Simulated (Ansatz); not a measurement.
# CdHClO: the cost of one run

Program: Ansatz 0.2.0. Level of theory: DFT LDA, plane waves, PAW, scalar-relativistic, no spin polarisation. These are calculated values, not measurements.

### Step 1. The structure to begin with

The cell holds 8 atoms (Cd2Cl2H2O2): a = 5.187 Å, b = 4.195 Å, c = 6.108 Å, α = 86.10°, β = 80.50°, γ = 74.56°.

Coordinates:

```xyz
8
Lattice="5.0696 0.6748 0.8675 0.5658 4.1541 0.1407 -0.0421 0.2180 6.1037" Properties=species:S:1:pos:R:3 pbc="T T T"
Cd    1.8429    0.6966    1.9574
Cd    5.2885    3.3090    4.8937
O     3.2660    2.5846    3.2292
O     0.3017    0.4570    5.5776
Cl    5.0385    3.4630    1.9339
Cl    2.7069    1.8401    5.4012
H     3.5511    2.2035    1.1507
H     4.2007    1.0162    3.3102
```

### Step 2. Molecular dynamics

Input file input.yaml:

```yaml
crystal:
  lattice:
    - [5.069624, 0.674771, 0.867481]
    - [0.565825, 4.154082, 0.140697]
    - [-0.042096, 0.218043, 6.103662]
  atoms:
    - { symbol: Cd, position: [0.355035, 0.095952, 0.268029] }
    - { symbol: Cd, position: [0.981231, 0.60315, 0.648408] }
    - { symbol: O, position: [0.591657, 0.503322, 0.433365] }
    - { symbol: O, position: [0.061143, 0.052643, 0.903911] }
    - { symbol: Cl, position: [0.919902, 0.675251, 0.170532] }
    - { symbol: Cl, position: [0.505068, 0.318627, 0.805778] }
    - { symbol: H, position: [0.654333, 0.419651, 0.085864] }
    - { symbol: H, position: [0.822203, 0.088856, 0.423433] }
kpoints:
  mp_grid: { grid: [3, 4, 3] }
magnetization:
  spin_polarized: false
scf:
  occupations: { method: fermi_dirac, width: 0.05 }
hamiltonian:
  pseudopotentials: { kind: paw }
  xc: lda
basis:
  ecutwfc: 420
md:
  timestep: 0.25
  n_steps: 40
  ensemble: nvt_langevin
  temperature: 300.0
  initial_velocities: maxwell_boltzmann
  seed: 406419
```

The run is started by

```bash
$ ansatz run input.yaml --threads 2 --pin off --max-ram 2560MiB --backend cpu --events-out ev --progress --plain --runs-dir out
```

Q: Estimate wall time and peak memory on 2 threads of Arm Neoverse N1, shared host.

About 3.6 min, with a peak of 0.42 GiB.
